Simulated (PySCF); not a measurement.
# SrSi⁻ at other levels of theory

Aim: see what other levels and later steps give for SrSi⁻.

Method: each script names its method and basis; program: PySCF 2.14.0.

7 further runs of the same task are left out: 7 that didn't finish.

## 1. Where the work starts

SrSi⁻: 2 atoms, charge -1, spin multiplicity 2.

Bond lengths: Sr1–Si2 3.364 Å.

## 2. The base run

The input, input.py:

```python
from pyscf import gto, scf, mp

mol = gto.M(
    atom='Sr 0 0 0; Si 0 0 3.364',
    basis='def2-svpd',
    ecp={'Sr': 'def2-svpd'},
    charge=-1,
    spin=1,
    verbose=4,
)
mf = scf.UHF(mol)
mf.kernel()
mp.MP2(mf, frozen=5).kernel()
mf.dip_moment()
print('orbital energies (hartree):', [e[max(0, n-3):n+3].round(4) for e, n in zip(mf.mo_energy, mol.nelec)])
```

The run is started by

```sh
$ python input.py
```

## 3. RHF

Variant 1 changes SCF type: UHF → RHF.

The input, input.py:

```python
from pyscf import gto, scf, mp

mol = gto.M(
    atom='Sr 0 0 0; Si 0 0 3.364',
    basis='def2-svpd',
    ecp={'Sr': 'def2-svpd'},
    charge=-1,
    spin=1,
    verbose=4,
)
mf = scf.RHF(mol)
mf.kernel()
mp.MP2(mf, frozen=5).kernel()
mf.dip_moment()
print('orbital energies (hartree):', mf.mo_energy[..., max(0, mol.nelec[1]-3):mol.nelec[0]+3].round(4))
```

## 4. SCF alone

Variant 2 changes step after the SCF: mp2 → none.

input.py, as its differences from that of step 2:

```diff
@@ -1,2 +1,2 @@
-from pyscf import gto, scf, mp
+from pyscf import gto, scf
 
@@ -12,3 +12,2 @@
 mf.kernel()
-mp.MP2(mf, frozen=5).kernel()
 mf.dip_moment()
```

## 5. TDA

Variant 3 changes step after the SCF: mp2 → tda; number of roots: none → 5.

input.py, as its differences from that of step 2:

```diff
@@ -1,2 +1,2 @@
-from pyscf import gto, scf, mp
+from pyscf import gto, scf, tdscf
 
@@ -12,3 +12,6 @@
 mf.kernel()
-mp.MP2(mf, frozen=5).kernel()
+td = tdscf.TDA(mf)
+td.nstates = 5
+td.kernel()
+td.analyze(verbose=3)
 mf.dip_moment()
```

## 6. ROHF

Variant 4 changes SCF type: UHF → ROHF.

The input, input.py:

```python
from pyscf import gto, scf, mp

mol = gto.M(
    atom='Sr 0 0 0; Si 0 0 3.364',
    basis='def2-svpd',
    ecp={'Sr': 'def2-svpd'},
    charge=-1,
    spin=1,
    verbose=4,
)
mf = scf.ROHF(mol)
mf.kernel()
mp.MP2(mf, frozen=5).kernel()
mf.dip_moment()
print('orbital energies (hartree):', mf.mo_energy[..., max(0, mol.nelec[1]-3):mol.nelec[0]+3].round(4))
```

## 7. CASSCF (ROHF)

Variant 5 changes step after the SCF: mp2 → casscf; SCF type: UHF → ROHF; active space: none → 3 electrons in 4 orbitals.

The input, input.py:

```python
from pyscf import gto, scf, mcscf

mol = gto.M(
    atom='Sr 0 0 0; Si 0 0 3.364',
    basis='def2-svpd',
    ecp={'Sr': 'def2-svpd'},
    charge=-1,
    spin=1,
    verbose=4,
)
mf = scf.ROHF(mol)
mf.kernel()
mc = mcscf.CASSCF(mf, 4, 3)
mc.kernel()
mc.analyze()
mf.dip_moment()
print('orbital energies (hartree):', mf.mo_energy[..., max(0, mol.nelec[1]-3):mol.nelec[0]+3].round(4))
```

## 8. Population analysis

Variant 6 changes step after the SCF: mp2 → analyze.

input.py, as its differences from that of step 2:

```diff
@@ -1,2 +1,2 @@
-from pyscf import gto, scf, mp
+from pyscf import gto, scf
 
@@ -12,3 +12,3 @@
 mf.kernel()
-mp.MP2(mf, frozen=5).kernel()
+mf.mulliken_pop()
 mf.dip_moment()
```

Q: Predict the outcome of this session. Wanted: for each run, E(SCF); from base; gap, α spin; after the SCF.

**Answer**, as computed:

```
                run  E(SCF) (hartree)  from base (eV)  cycles  gap, α spin (eV)                           after the SCF
               base       -319.027600               0      32              3.84  MP2 correlation -4.727 eV, core frozen
                RHF       -319.027538         +0.0017      16               n/a  MP2 correlation -4.741 eV, core frozen
          SCF alone       -319.027600          0.0000      32              3.84                                     n/a
                TDA       -319.027600          0.0000      32              3.84               lowest root found 0.18 eV
               ROHF       -319.027538         +0.0017      16               n/a  MP2 correlation -4.741 eV, core frozen
      CASSCF (ROHF)       -319.027538         +0.0017      16               n/a            CASSCF correlation -1.983 eV
population analysis       -319.027600          0.0000      32              3.84                                     n/a
```

**Reading.** Of the runs whose energies can be compared, “RHF” moves the SCF energy most (+0.00170 eV). The dearest run is “TDA”, at 9 s against 1 s.
